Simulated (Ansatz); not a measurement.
# Cu+ with CH₄O: interaction against distance

Aim: pull the two fragments apart and push them together, rigidly along the line between their mean positions, and follow the counterpoise interaction energy.

Computed with Ansatz 0.2.0, Gaussian basis. Level: single points in def2-TZVPPD, with counterpoise.

Cores are frozen in the correlated methods. The 3s and 3p shells of Cu and Zn are frozen; filled d shells are correlated. B3LYP uses VWN-RPA correlation.

40 further runs of the same task are left out: 40 set aside as unsound or not needed. Runs told in other sessions of the task aren't counted.

## Step 1: The starting structure

The relaxed pair: 7 atoms, charge 1, spin multiplicity 1.

Atoms are counted from 1 here; the program's logs count them from 0.

Bond lengths: Cu1–O3 1.926 Å, C2–O3 1.452 Å, C2–H4 1.087 Å, C2–H5 1.089 Å, C2–H6 1.089 Å, O3–H7 0.963 Å. Angles: O3–C2–H4 107.2°, O3–C2–H5 108.8°, O3–C2–H6 109.9°, H4–C2–H5 109.5°, H4–C2–H6 110.4°, H5–C2–H6 111.0°, Cu1–O3–C2 127.5°, Cu1–O3–H7 119.8°, C2–O3–H7 110.0°.

Coordinates:

```
atom    x (Å)    y (Å)    z (Å)
 Cu1   0.8077  -0.8558  -2.0988
  C2  -0.4679   0.3486   0.3791
  O3   0.6548  -0.3180  -0.2560
  H4  -0.9591   0.9467  -0.3840
  H5  -0.0890   1.0016   1.1638
  H6  -1.1578  -0.3907   0.7845
  H7   1.2112  -0.7324   0.4114
```

Atoms 1 to 1 are fragment A, the rest fragment B. The contact Cu1–O3 is 1.93 Å. Interaction at this geometry, from earlier runs: PBE-D4 -2171, r2SCAN-D4 -2216, PBE0-D4 -1993, B3LYP-D4 -2052, wB97M-V -1946, Hartree-Fock -1434, MP2 -1835, CCSD -1726, CCSD(T) -1772 meV. Each point needs the pair (ab) and both fragments with ghost atoms (a, b).

## Step 2: B moved by -0.19 Å, wB97M-V/def2-TZVPPD

The input, ab/in.yaml:

```yaml
crystal:
  periodic: [false, false, false]
  atoms:
    - {symbol: Cu, position_ang: [0.807718, -0.855789, -2.098817]}
    - {symbol: C, position_ang: [-0.403283, 0.280117, 0.211171]}
    - {symbol: O, position_ang: [0.719436, -0.386538, -0.424006]}
    - {symbol: H, position_ang: [-0.894443, 0.878211, -0.551973]}
    - {symbol: H, position_ang: [-0.024319, 0.933101, 0.995854]}
    - {symbol: H, position_ang: [-1.093145, -0.459183, 0.616571]}
    - {symbol: H, position_ang: [1.275891, -0.800859, 0.243468]}
basis:
  gaussian: {orbitals: "def2-TZVPPD.json"}
total_charge: 1
hamiltonian: {xc: {name: wB97M-V}}
```

The input, a/in.yaml:

```yaml
crystal:
  periodic: [false, false, false]
  atoms:
    - {symbol: Cu, position_ang: [0.807718, -0.855789, -2.098817]}
basis:
  gaussian:
    orbitals: "def2-TZVPPD.json"
    ghost_atoms:
      - {symbol: C, position_ang: [-0.403283, 0.280117, 0.211171]}
      - {symbol: O, position_ang: [0.719436, -0.386538, -0.424006]}
      - {symbol: H, position_ang: [-0.894443, 0.878211, -0.551973]}
      - {symbol: H, position_ang: [-0.024319, 0.933101, 0.995854]}
      - {symbol: H, position_ang: [-1.093145, -0.459183, 0.616571]}
      - {symbol: H, position_ang: [1.275891, -0.800859, 0.243468]}
total_charge: 1
hamiltonian: {xc: {name: wB97M-V}}
```

The input, b/in.yaml:

```yaml
crystal:
  periodic: [false, false, false]
  atoms:
    - {symbol: C, position_ang: [-0.403283, 0.280117, 0.211171]}
    - {symbol: O, position_ang: [0.719436, -0.386538, -0.424006]}
    - {symbol: H, position_ang: [-0.894443, 0.878211, -0.551973]}
    - {symbol: H, position_ang: [-0.024319, 0.933101, 0.995854]}
    - {symbol: H, position_ang: [-1.093145, -0.459183, 0.616571]}
    - {symbol: H, position_ang: [1.275891, -0.800859, 0.243468]}
basis:
  gaussian:
    orbitals: "def2-TZVPPD.json"
    ghost_atoms:
      - {symbol: Cu, position_ang: [0.807718, -0.855789, -2.098817]}
hamiltonian: {xc: {name: wB97M-V}}
```

The basis file named in the input lies beside it (Basis Set Exchange, JSON).

Each run has its own folder and the same command.

Run with:

```sh
$ ansatz run in.yaml --threads 4 --pin off --events-out ev --progress --plain --max-ram 9574MiB
```

Log of ab, shortened:

```text
Functional definition: wB97M-V
  name "wB97M-V"
  cite "Mardirossian & Head-Gordon, J. Chem. Phys. 144, 214110 (2016) doi:10.1063/1.4952647"
  cite "Becke, J. Chem. Phys. 107, 8554 (1997) doi:10.1063/1.475007"
  cite "Vydrov & Van Voorhis, J. Chem. Phys. 133, 244103 (2010) doi:10.1063/1.3521275"
  # Of w^i u^j: cxij and so on, Table III.
[...]
  gx(w, u) = 1 - cx + cx01*u + cx10*w
  gss(w, u) = css00 + css04*u^4 + css10*w + css20*w^2 + css43*w^4*u^3
  gos(w, u) = cos00 + cos10*w + (cos20 + cos21*u)*w^2 + (cos60 + cos61*u)*w^6
[...]
      + integral(e_c_pw_mod_opposite_spin*gos(b97_w_opposite, b97_u_opposite)) + vv10(b, c)
1147 factors; their error is unknown
278 factors; integrals over basis functions are off by at most 2.5e-5 eV
[...]
mean field -47780.50335579 eV, -1755.9011115371 hartree, gradient 4.1e-5 eV, S^2 0.000000; 0 other end points of the search recorded, 0 dependent functions left out
reference -47780.50340883 eV, -1755.9011134861 hartree; 23, 23 occupied and 189, 189 virtual orbitals, 1147 factors
Total energy: -47780.50340883 eV, -1755.9011134861 hartree
```

Output in a, shortened:

```text
[... 5 set-up lines as earlier in the session ...]
  # Of w^i u^j: cxij and so on, Table III.
[...]
  gx(w, u) = 1 - cx + cx01*u + cx10*w
[...]
      + integral(e_c_pw_mod_opposite_spin*gos(b97_w_opposite, b97_u_opposite)) + vv10(b, c)
1099 factors; their error is unknown
276 factors; integrals over basis functions are off by at most 3.2e-5 eV
[...]
mean field -44629.94454652 eV, -1640.1202108217 hartree, gradient 4.6e-5 eV, S^2 0.000000; 0 other end points of the search recorded, 0 dependent functions left out
reference -44629.94458574 eV, -1640.1202122629 hartree; 14, 14 occupied and 198, 198 virtual orbitals, 1099 factors
Total energy: -44629.94458574 eV, -1640.1202122629 hartree
```

Output in b, shortened:

```text
[... 5 set-up lines as earlier in the session ...]
  # Of w^i u^j: cxij and so on, Table III.
[...]
  gx(w, u) = 1 - cx + cx01*u + cx10*w
[...]
      + integral(e_c_pw_mod_opposite_spin*gos(b97_w_opposite, b97_u_opposite)) + vv10(b, c)
1026 factors; their error is unknown
254 factors; integrals over basis functions are off by at most 3.8e-5 eV
[...]
mean field -3148.86398666 eV, -115.7186171329 hartree, gradient 3.6e-5 eV, S^2 0.000000; 0 other end points of the search recorded, 0 dependent functions left out
reference -3148.86403333 eV, -115.7186188481 hartree; 9, 9 occupied and 203, 203 virtual orbitals, 1026 factors
Total energy: -3148.86403333 eV, -115.7186188481 hartree
```

Wall times: 12 s (ab), 7.5 s (a), 6.5 s (b) on 4 threads of Arm Neoverse N1, shared host; peak memory 0.49 GiB.

ab − a − b = -1695 meV.

## Step 3: B moved by -0.19 Å, CCSD(T)/def2-TZVPPD

ab/in.yaml: that of step 2 with these lines changed.

```diff
@@ -13,2 +13,2 @@
 total_charge: 1
-hamiltonian: {xc: {name: wB97M-V}}
+correlation: {method: ccsd_t, frozen_orbitals: {C: 1, Cu: 9, H: 0, O: 1}}
```

a/in.yaml: that of step 2 with these lines changed.

```diff
@@ -15,2 +15,2 @@
 total_charge: 1
-hamiltonian: {xc: {name: wB97M-V}}
+correlation: {method: ccsd_t, frozen_orbitals: {C: 1, Cu: 9, H: 0, O: 1}}
```

b/in.yaml: that of step 2 with these lines changed.

```diff
@@ -14,2 +14,2 @@
       - {symbol: Cu, position_ang: [0.807718, -0.855789, -2.098817]}
-hamiltonian: {xc: {name: wB97M-V}}
+correlation: {method: ccsd_t}
```

One command serves all of them, each in its own folder.

Run with:

```sh
$ ansatz run in.yaml --threads 4 --pin off --events-out ev --progress --plain --max-ram 9574MiB
```

Output in ab, shortened:

```text
Functional definition: HF
  name "HF"
  cite "Fock, Z. Phys. 61, 126 (1930) doi:10.1007/BF01340294"
  parent pbe
[...]
1296 factors; integrals over basis functions are off by at most 1.3e-3 eV
[...]
mean field -47723.80522350 eV, -1753.8174936066 hartree, gradient 1.9e-6 eV, S^2 0.000000; 0 other end points of the search recorded, 0 dependent functions left out
11 core orbitals not correlated: weight in the atoms' cores, before any rotation towards them, 1.000 or more for the frozen orbitals, at most 0.000 for the correlated occupied ones
reference -47723.80522350 eV, -1753.8174936066 hartree; 12, 12 occupied and 189, 189 virtual orbitals, 1296 factors
second order -24.65037190 eV of doubles, -0.00000000 eV of singles
cycle   1  -22.35340129 eV  change     2.3e0 eV  update   1.6e-1
[...]
cycle  15  -23.39379838 eV  change    3.6e-6 eV  update   7.2e-6
perturbative correction -0.84894563 eV, -0.0311981766 hartree
Total energy: -47748.04796751 eV, -1754.7083980168 hartree
```

Log of a, shortened:

```text
[... 4 set-up lines as earlier in the session ...]
[...]
1304 factors; integrals over basis functions are off by at most 1.3e-3 eV
[...]
mean field -44590.95206589 eV, -1638.6872635884 hartree, gradient 7.1e-7 eV, S^2 0.000000; 0 other end points of the search recorded, 0 dependent functions left out
9 core orbitals not correlated: weight in the atoms' cores, before any rotation towards them, 1.000 or more for the frozen orbitals, at most 0.000 for the correlated occupied ones
reference -44590.95206589 eV, -1638.6872635884 hartree; 5, 5 occupied and 198, 198 virtual orbitals, 1304 factors
second order -12.27733995 eV of doubles, -0.00000000 eV of singles
cycle   1  -10.17869076 eV  change     2.1e0 eV  update   1.1e-1
[...]
cycle  11  -10.71436750 eV  change   -9.5e-6 eV  update   4.7e-6
perturbative correction -0.36408596 eV, -0.0133799123 hartree
Total energy: -44602.03051934 eV, -1639.0943892438 hartree
```

Log of b, shortened:

```text
[... 4 set-up lines as earlier in the session ...]
[...]
1274 factors; integrals over basis functions are off by at most 1.3e-3 eV
[...]
mean field -3131.87143404 eV, -115.0941523422 hartree, gradient 1.5e-6 eV, S^2 0.000000; 0 other end points of the search recorded, 0 dependent functions left out
2 core orbitals not correlated: weight in the atoms' cores, before any rotation towards them, 1.000 or more for the frozen orbitals, at most 0.000 for the correlated occupied ones
reference -3131.87143404 eV, -115.0941523422 hartree; 7, 7 occupied and 203, 203 virtual orbitals, 1274 factors
second order -11.72934036 eV of doubles, -0.00000000 eV of singles
cycle   1  -11.90611776 eV  change   -1.8e-1 eV  update   6.6e-2
[...]
cycle   9  -12.22795452 eV  change   -4.8e-6 eV  update   1.2e-5
perturbative correction -0.41726753 eV, -0.0153342988 hartree
Total energy: -3144.51665608 eV, -115.5588556811 hartree
```

Wall times: 80 s (ab), 26 s (a), 31 s (b) on 4 threads of Arm Neoverse N1, shared host; peak memory 3.1 GiB.

ab − a − b = -1501 meV.

## Step 4: B moved by -0.10 Å, wB97M-V/def2-TZVPPD

The input, ab/in.yaml:

```yaml
crystal:
  periodic: [false, false, false]
  atoms:
    - {symbol: Cu, position_ang: [0.807718, -0.855789, -2.098817]}
    - {symbol: C, position_ang: [-0.435605, 0.314362, 0.295157]}
    - {symbol: O, position_ang: [0.687115, -0.352293, -0.340020]}
    - {symbol: H, position_ang: [-0.926764, 0.912456, -0.467987]}
    - {symbol: H, position_ang: [-0.056640, 0.967346, 1.079840]}
    - {symbol: H, position_ang: [-1.125466, -0.424939, 0.700557]}
    - {symbol: H, position_ang: [1.243570, -0.766614, 0.327453]}
basis:
  gaussian: {orbitals: "def2-TZVPPD.json"}
total_charge: 1
hamiltonian: {xc: {name: wB97M-V}}
```

The input, a/in.yaml:

```yaml
crystal:
  periodic: [false, false, false]
  atoms:
    - {symbol: Cu, position_ang: [0.807718, -0.855789, -2.098817]}
basis:
  gaussian:
    orbitals: "def2-TZVPPD.json"
    ghost_atoms:
      - {symbol: C, position_ang: [-0.435605, 0.314362, 0.295157]}
      - {symbol: O, position_ang: [0.687115, -0.352293, -0.340020]}
      - {symbol: H, position_ang: [-0.926764, 0.912456, -0.467987]}
      - {symbol: H, position_ang: [-0.056640, 0.967346, 1.079840]}
      - {symbol: H, position_ang: [-1.125466, -0.424939, 0.700557]}
      - {symbol: H, position_ang: [1.243570, -0.766614, 0.327453]}
total_charge: 1
hamiltonian: {xc: {name: wB97M-V}}
```

The input, b/in.yaml:

```yaml
crystal:
  periodic: [false, false, false]
  atoms:
    - {symbol: C, position_ang: [-0.435605, 0.314362, 0.295157]}
    - {symbol: O, position_ang: [0.687115, -0.352293, -0.340020]}
    - {symbol: H, position_ang: [-0.926764, 0.912456, -0.467987]}
    - {symbol: H, position_ang: [-0.056640, 0.967346, 1.079840]}
    - {symbol: H, position_ang: [-1.125466, -0.424939, 0.700557]}
    - {symbol: H, position_ang: [1.243570, -0.766614, 0.327453]}
basis:
  gaussian:
    orbitals: "def2-TZVPPD.json"
    ghost_atoms:
      - {symbol: Cu, position_ang: [0.807718, -0.855789, -2.098817]}
hamiltonian: {xc: {name: wB97M-V}}
```

One command serves all of them, each in its own folder.

Run with:

```sh
$ ansatz run in.yaml --threads 4 --pin off --events-out ev --progress --plain --max-ram 9574MiB
```

ab printed, shortened:

```text
[... 5 set-up lines as earlier in the session ...]
  # Of w^i u^j: cxij and so on, Table III.
[...]
  gx(w, u) = 1 - cx + cx01*u + cx10*w
[...]
      + integral(e_c_pw_mod_opposite_spin*gos(b97_w_opposite, b97_u_opposite)) + vv10(b, c)
1147 factors; their error is unknown
278 factors; integrals over basis functions are off by at most 2.3e-5 eV
[...]
mean field -47780.69531165 eV, -1755.9081657845 hartree, gradient 4.8e-5 eV, S^2 0.000000; 0 other end points of the search recorded, 0 dependent functions left out
reference -47780.69536556 eV, -1755.9081677657 hartree; 23, 23 occupied and 189, 189 virtual orbitals, 1147 factors
Total energy: -47780.69536556 eV, -1755.9081677657 hartree
```

a printed, shortened:

```text
[... 5 set-up lines as earlier in the session ...]
  # Of w^i u^j: cxij and so on, Table III.
[...]
  gx(w, u) = 1 - cx + cx01*u + cx10*w
[...]
      + integral(e_c_pw_mod_opposite_spin*gos(b97_w_opposite, b97_u_opposite)) + vv10(b, c)
1099 factors; their error is unknown
276 factors; integrals over basis functions are off by at most 3.4e-5 eV
[...]
mean field -44629.94238256 eV, -1640.1201312976 hartree, gradient 4.7e-5 eV, S^2 0.000000; 0 other end points of the search recorded, 0 dependent functions left out
reference -44629.94242196 eV, -1640.1201327456 hartree; 14, 14 occupied and 198, 198 virtual orbitals, 1099 factors
Total energy: -44629.94242196 eV, -1640.1201327456 hartree
```

Log of b, shortened:

```text
[... 5 set-up lines as earlier in the session ...]
  # Of w^i u^j: cxij and so on, Table III.
[...]
  gx(w, u) = 1 - cx + cx01*u + cx10*w
[...]
      + integral(e_c_pw_mod_opposite_spin*gos(b97_w_opposite, b97_u_opposite)) + vv10(b, c)
1026 factors; their error is unknown
254 factors; integrals over basis functions are off by at most 3.4e-5 eV
[...]
mean field -3148.86385375 eV, -115.7186122488 hartree, gradient 3.6e-5 eV, S^2 0.000000; 0 other end points of the search recorded, 0 dependent functions left out
reference -3148.86390051 eV, -115.7186139673 hartree; 9, 9 occupied and 203, 203 virtual orbitals, 1026 factors
Total energy: -3148.86390051 eV, -115.7186139673 hartree
```

Wall times: 12 s (ab), 8 s (a), 6.5 s (b) on 4 threads of Arm Neoverse N1, shared host; peak memory 0.49 GiB.

This point gives -1889 meV.

## Step 5: B moved by -0.10 Å, CCSD(T)/def2-TZVPPD

ab/in.yaml: that of step 4 with these lines changed.

```diff
@@ -13,2 +13,2 @@
 total_charge: 1
-hamiltonian: {xc: {name: wB97M-V}}
+correlation: {method: ccsd_t, frozen_orbitals: {C: 1, Cu: 9, H: 0, O: 1}}
```

a/in.yaml: that of step 4 with these lines changed.

```diff
@@ -15,2 +15,2 @@
 total_charge: 1
-hamiltonian: {xc: {name: wB97M-V}}
+correlation: {method: ccsd_t, frozen_orbitals: {C: 1, Cu: 9, H: 0, O: 1}}
```

b/in.yaml: that of step 4 with these lines changed.

```diff
@@ -14,2 +14,2 @@
       - {symbol: Cu, position_ang: [0.807718, -0.855789, -2.098817]}
-hamiltonian: {xc: {name: wB97M-V}}
+correlation: {method: ccsd_t}
```

Each run has its own folder and the same command.

Run with:

```sh
$ ansatz run in.yaml --threads 4 --pin off --events-out ev --progress --plain --max-ram 9574MiB
```

Log of ab, shortened:

```text
[... 4 set-up lines as earlier in the session ...]
[...]
1296 factors; integrals over basis functions are off by at most 8.3e-4 eV
[...]
mean field -47724.10713794 eV, -1753.8285887578 hartree, gradient 1.9e-6 eV, S^2 0.000000; 0 other end points of the search recorded, 0 dependent functions left out
11 core orbitals not correlated: weight in the atoms' cores, before any rotation towards them, 1.000 or more for the frozen orbitals, at most 0.000 for the correlated occupied ones
reference -47724.10713794 eV, -1753.8285887578 hartree; 12, 12 occupied and 189, 189 virtual orbitals, 1296 factors
second order -24.50466257 eV of doubles, -0.00000000 eV of singles
cycle   1  -22.29376892 eV  change     2.2e0 eV  update   1.6e-1
[...]
cycle  15  -23.29700587 eV  change    1.9e-6 eV  update   6.5e-6
perturbative correction -0.83490352 eV, -0.0306821384 hartree
Total energy: -47748.23904734 eV, -1754.7154200708 hartree
```

Log of a, shortened:

```text
[... 4 set-up lines as earlier in the session ...]
[...]
1304 factors; integrals over basis functions are off by at most 8.3e-4 eV
[...]
mean field -44590.95002209 eV, -1638.6871884805 hartree, gradient 7.5e-7 eV, S^2 0.000000; 0 other end points of the search recorded, 0 dependent functions left out
9 core orbitals not correlated: weight in the atoms' cores, before any rotation towards them, 1.000 or more for the frozen orbitals, at most 0.000 for the correlated occupied ones
reference -44590.95002209 eV, -1638.6871884805 hartree; 5, 5 occupied and 198, 198 virtual orbitals, 1304 factors
second order -12.27107715 eV of doubles, -0.00000000 eV of singles
cycle   1  -10.17466108 eV  change     2.1e0 eV  update   1.1e-1
[...]
cycle  11  -10.70919404 eV  change   -9.4e-6 eV  update   4.6e-6
perturbative correction -0.36217763 eV, -0.0133097823 hartree
Total energy: -44602.02139377 eV, -1639.0940538850 hartree
```

Log of b, shortened:

```text
[... 4 set-up lines as earlier in the session ...]
[...]
1274 factors; integrals over basis functions are off by at most 8.4e-4 eV
[...]
mean field -3131.87131073 eV, -115.0941478108 hartree, gradient 1.4e-6 eV, S^2 0.000000; 0 other end points of the search recorded, 0 dependent functions left out
2 core orbitals not correlated: weight in the atoms' cores, before any rotation towards them, 1.000 or more for the frozen orbitals, at most 0.000 for the correlated occupied ones
reference -3131.87131073 eV, -115.0941478108 hartree; 7, 7 occupied and 203, 203 virtual orbitals, 1274 factors
second order -11.72611752 eV of doubles, -0.00000000 eV of singles
cycle   1  -11.90333643 eV  change   -1.8e-1 eV  update   6.6e-2
[...]
cycle   9  -12.22514763 eV  change   -4.8e-6 eV  update   1.2e-5
perturbative correction -0.41702433 eV, -0.0153253616 hartree
Total energy: -3144.51348269 eV, -115.5587390612 hartree
```

Wall times: 81 s (ab), 26 s (a), 29 s (b) on 4 threads of Arm Neoverse N1, shared host; peak memory 3.1 GiB.

ab − a − b = -1704 meV.

## Step 6: B moved by +0.10 Å, wB97M-V/def2-TZVPPD

The input, ab/in.yaml:

```yaml
crystal:
  periodic: [false, false, false]
  atoms:
    - {symbol: Cu, position_ang: [0.807718, -0.855789, -2.098817]}
    - {symbol: C, position_ang: [-0.500247, 0.382851, 0.463129]}
    - {symbol: O, position_ang: [0.622472, -0.283803, -0.172048]}
    - {symbol: H, position_ang: [-0.991406, 0.980946, -0.300015]}
    - {symbol: H, position_ang: [-0.121283, 1.035836, 1.247812]}
    - {symbol: H, position_ang: [-1.190109, -0.356449, 0.868528]}
    - {symbol: H, position_ang: [1.178927, -0.698124, 0.495425]}
basis:
  gaussian: {orbitals: "def2-TZVPPD.json"}
total_charge: 1
hamiltonian: {xc: {name: wB97M-V}}
```

The input, a/in.yaml:

```yaml
crystal:
  periodic: [false, false, false]
  atoms:
    - {symbol: Cu, position_ang: [0.807718, -0.855789, -2.098817]}
basis:
  gaussian:
    orbitals: "def2-TZVPPD.json"
    ghost_atoms:
      - {symbol: C, position_ang: [-0.500247, 0.382851, 0.463129]}
      - {symbol: O, position_ang: [0.622472, -0.283803, -0.172048]}
      - {symbol: H, position_ang: [-0.991406, 0.980946, -0.300015]}
      - {symbol: H, position_ang: [-0.121283, 1.035836, 1.247812]}
      - {symbol: H, position_ang: [-1.190109, -0.356449, 0.868528]}
      - {symbol: H, position_ang: [1.178927, -0.698124, 0.495425]}
total_charge: 1
hamiltonian: {xc: {name: wB97M-V}}
```

The input, b/in.yaml:

```yaml
crystal:
  periodic: [false, false, false]
  atoms:
    - {symbol: C, position_ang: [-0.500247, 0.382851, 0.463129]}
    - {symbol: O, position_ang: [0.622472, -0.283803, -0.172048]}
    - {symbol: H, position_ang: [-0.991406, 0.980946, -0.300015]}
    - {symbol: H, position_ang: [-0.121283, 1.035836, 1.247812]}
    - {symbol: H, position_ang: [-1.190109, -0.356449, 0.868528]}
    - {symbol: H, position_ang: [1.178927, -0.698124, 0.495425]}
basis:
  gaussian:
    orbitals: "def2-TZVPPD.json"
    ghost_atoms:
      - {symbol: Cu, position_ang: [0.807718, -0.855789, -2.098817]}
hamiltonian: {xc: {name: wB97M-V}}
```

Each run has its own folder and the same command.

Run with:

```sh
$ ansatz run in.yaml --threads 4 --pin off --events-out ev --progress --plain --max-ram 9574MiB
```

Output in ab, shortened:

```text
[... 5 set-up lines as earlier in the session ...]
  # Of w^i u^j: cxij and so on, Table III.
[...]
  gx(w, u) = 1 - cx + cx01*u + cx10*w
[...]
      + integral(e_c_pw_mod_opposite_spin*gos(b97_w_opposite, b97_u_opposite)) + vv10(b, c)
1147 factors; their error is unknown
278 factors; integrals over basis functions are off by at most 2.8e-5 eV
[...]
mean field -47780.72195080 eV, -1755.9091447552 hartree, gradient 5.8e-5 eV, S^2 0.000000; 0 other end points of the search recorded, 0 dependent functions left out
reference -47780.72200533 eV, -1755.9091467591 hartree; 23, 23 occupied and 189, 189 virtual orbitals, 1147 factors
Total energy: -47780.72200533 eV, -1755.9091467591 hartree
```

Output in a, shortened:

```text
[... 5 set-up lines as earlier in the session ...]
  # Of w^i u^j: cxij and so on, Table III.
[...]
  gx(w, u) = 1 - cx + cx01*u + cx10*w
[...]
      + integral(e_c_pw_mod_opposite_spin*gos(b97_w_opposite, b97_u_opposite)) + vv10(b, c)
1099 factors; their error is unknown
276 factors; integrals over basis functions are off by at most 3.2e-5 eV
[...]
mean field -44629.93886091 eV, -1640.1200018792 hartree, gradient 4.4e-5 eV, S^2 0.000000; 0 other end points of the search recorded, 0 dependent functions left out
reference -44629.93890054 eV, -1640.1200033358 hartree; 14, 14 occupied and 198, 198 virtual orbitals, 1099 factors
Total energy: -44629.93890054 eV, -1640.1200033358 hartree
```

Log of b, shortened:

```text
[... 5 set-up lines as earlier in the session ...]
  # Of w^i u^j: cxij and so on, Table III.
[...]
  gx(w, u) = 1 - cx + cx01*u + cx10*w
[...]
      + integral(e_c_pw_mod_opposite_spin*gos(b97_w_opposite, b97_u_opposite)) + vv10(b, c)
1026 factors; their error is unknown
254 factors; integrals over basis functions are off by at most 4.1e-5 eV
[...]
mean field -3148.86364131 eV, -115.7186044416 hartree, gradient 3.7e-5 eV, S^2 0.000000; 0 other end points of the search recorded, 0 dependent functions left out
reference -3148.86368822 eV, -115.7186061654 hartree; 9, 9 occupied and 203, 203 virtual orbitals, 1026 factors
Total energy: -3148.86368822 eV, -115.7186061654 hartree
```

Times: 12 s (ab), 8 s (a), 6.5 s (b) on 4 threads of Arm Neoverse N1, shared host; peak memory 0.49 GiB.

This point gives -1919 meV.

(Part 1 of 3 ends here.)
